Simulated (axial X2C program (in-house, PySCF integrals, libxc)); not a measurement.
**A two-component session on PbMg: properties at the nuclei**

Aim: properties at the nuclei of PbMg, with spin–orbit coupling in the Hamiltonian from the start.

Method: two-component X2C with atomic mean-field terms, Pb dyall-cv3z, Mg dyall-cv3z; program: an in-house X2C program for linear molecules on PySCF integrals.

All values are calculated.

### Step 1. Input

Contents of task.json:

```json
{"zs": [82, 12], "q": 0, "bas": ["dyall-cv3z", "dyall-cv3z"], "r0": 2.83, "levels": ["PBE0", "HF", "LDA", "PBE50", "TPSSh"], "nst": 3}
```

Keys: zs atomic numbers; q charge; bas basis sets; r0 starting distance in Å; levels methods (HF also brings MP2); nst determinants followed.

The run is started by

```sh
python soeom.py task.json out
```

The runs that follow: Expectation values, lowest determinant; Expectation values, a higher determinant; Expectation values, a higher determinant.

What does the calculation give? Wanted: lowest determinant; qzz Pb; qzz Mg; μ; higher determinant; Eeff magnitude; Ws magnitude Pb; A∥/gI Pb (for each run or level that gives them).

**Answer**, as computed:

| quantity | value |
| --- | --- |
| lowest determinant | Ω = 0 (closed shell) |
| qzz Pb (a.u.), PBE0 | 0.93 |
| qzz Mg (a.u.), PBE0 | -0.08 |
| μ (D), PBE0 | 0.81 |
| higher determinant | Ω = 1 (excess of +ω over −ω: ω = -1/2, ω = 3/2) |
| Eeff magnitude (GV/cm), PBE0, higher determinant | 29.1 |
| Ws magnitude Pb (kHz), PBE0, higher determinant | 35.8 |
| A∥/gI Pb (MHz), PBE0, higher determinant | -3690 |
| qzz Pb (a.u.), PBE0, higher determinant | 3.66 |
| higher determinant | Ω = 1 (excess of +ω over −ω: 2 × ω = 1/2) |
| Eeff magnitude (GV/cm), PBE0, higher determinant | 38.1 |
| Ws magnitude Pb (kHz), PBE0, higher determinant | 45.6 |
| A∥/gI Pb (MHz), PBE0, higher determinant | 3500 |
| qzz Pb (a.u.), PBE0, higher determinant | -10.35 |

The expectation values come from single determinants, which for open shells can mix terms of unlike spin or miss the lowest Ω, so a determinant need not be a state. Eeff is the effective electric field on the electron dipole moment in this Ω state and Ws the scalar–pseudoscalar constant (defined with the proton number Z and per Ω); A∥ is the parallel hyperfine constant, which follows by multiplying with the nuclear g factor gI = μI/(I μN); qzz is the electric field gradient, eQq0 = 234.96 MHz × Q/barn × qzz; μ is positive if Mg is the positive end. The operators were transformed with the bare-nucleus X2C matrices.
